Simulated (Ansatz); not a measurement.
# BrClH4OSi: the cost of one run

The runs use Ansatz 0.2.0, Gaussian basis; PBE0-D4, def2-SVP first, then def2-TZVP.

152 further runs of the same task are left out: 152 set aside as unsound or not needed. Runs told in other sessions of the task aren't counted.

### 1 Starting geometry

The guess: 8 atoms, charge 0, spin multiplicity 1.

Atoms are counted from 1 here; the program's logs count them from 0.

Bond lengths: Si1–H3 1.450 Å, Si1–H4 1.442 Å, Si1–O5 1.623 Å, O5–H8 0.954 Å, H6–Cl7 1.368 Å. Angles: H3–Si1–H4 145.4°, H3–Si1–O5 105.9°, H4–Si1–O5 93.2°, Si1–O5–H8 129.5°.

Coordinates:

```
Si   -0.45620   -0.28190    0.21260
Br    1.79880   -1.67350    0.65880
H    -0.59180   -1.20380   -0.89780
H    -0.45400   -0.14360    1.64780
O    -1.62490    0.82660    0.01590
H     2.06580    0.13930   -0.21940
Cl    1.28580    1.18550   -0.63040
H    -2.02340    1.15140   -0.78740
```

Distances that are to change: Si1–Cl7 2.43 Å, Br2–H6 2.03 Å, Si1–Br2 2.69 Å, H6–Cl7 1.37 Å.

### 2 Constrained relaxation of the guess

File hold/in.yaml:

```yaml
crystal:
  periodic: [false, false, false]
  atoms:
    - {symbol: Si, position_ang: [-0.456200, -0.281900, 0.212600]}
    - {symbol: Br, position_ang: [1.798800, -1.673500, 0.658800]}
    - {symbol: H, position_ang: [-0.591800, -1.203800, -0.897800]}
    - {symbol: H, position_ang: [-0.454000, -0.143600, 1.647800]}
    - {symbol: O, position_ang: [-1.624900, 0.826600, 0.015900]}
    - {symbol: H, position_ang: [2.065800, 0.139300, -0.219400]}
    - {symbol: Cl, position_ang: [1.285800, 1.185500, -0.630400]}
    - {symbol: H, position_ang: [-2.023400, 1.151400, -0.787400]}
basis:
  gaussian: {orbitals: def2-SVP}
hamiltonian: {xc: pbe0, dispersion: d4}
relax: {f_tol: 0.04, max_steps: 150, escape_saddle: false, constraints: [{distance: [0, 6]}, {distance: [1, 5]}, {distance: [0, 1]}, {distance: [5, 6]}]}
```

On the command line:

```
$ ansatz run in.yaml --threads 4 --pin off --events-out ev --progress --plain --max-ram 9574MiB
```

**Question.** How long does this run take on 4 threads of Arm Neoverse V1, shared host?

About 15 s.
